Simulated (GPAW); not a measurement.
# Ti3Ag: band structure with LDA

Crystal: Ti3Ag.

```
Ag Ti
1.0
     4.09881    0.00000    0.00000
     0.00000    4.09881    0.00000
     0.00000    0.00000    4.09881
Ag Ti
1 3
Direct
  0.00000 0.00000 0.00000
  0.00000 0.50000 0.50000
  0.50000 0.00000 0.50000
  0.50000 0.50000 0.00000
```

The cell comes from a database or a generator and needn't be the stable form of this composition.

* Program: GPAW 26.7.0
* Task: band structure
* Functional: LDA
* Potentials or basis: the program's PAW data sets (release 1.2.1) made for this functional
* Cutoff: 600 eV
* Basis: pw
* k mesh: 7 × 7 × 7
* Occupations: fermi-dirac, width 0.05 eV
* Spin: no spin polarisation
* Maxiter: 150
* Band path: GXMGRX,MR
* Band points: 60

The pressure is -9.8 GPa and the band gap along the path is none (metal or under the smearing width).

Levels at the corners of the path, in eV from the Fermi level:
```tsv
point	band 23	band 24	band 25	band 26	band 27	band 28	band 29	band 30	band 31	band 32
Γ	-0.52	-0.52	-0.52	-0.06	-0.06	2.26	2.26	2.26	2.47	2.47
X	-1.63	-0.61	-0.61	-0.61	0.81	0.81	0.84	1.05	1.62	1.94
M	-2.35	-1.13	-0.67	-0.33	-0.09	-0.09	1.05	1.05	1.58	1.62
Γ	-0.52	-0.52	-0.52	-0.06	-0.06	2.26	2.26	2.26	2.47	2.47
R	-1.03	-1.03	0.23	0.23	0.23	0.67	0.67	0.67	0.83	2.19
X	-1.63	-0.61	-0.61	-0.61	0.81	0.81	0.84	1.05	1.62	1.94
M	-2.35	-1.13	-0.67	-0.33	-0.09	-0.09	1.05	1.05	1.58	1.62
R	-1.03	-1.03	0.23	0.23	0.23	0.67	0.67	0.67	0.83	2.19
```

Wall time 2.2 min on 1 thread of Arm Neoverse V1, on a shared host, peak memory 0.42 GiB.
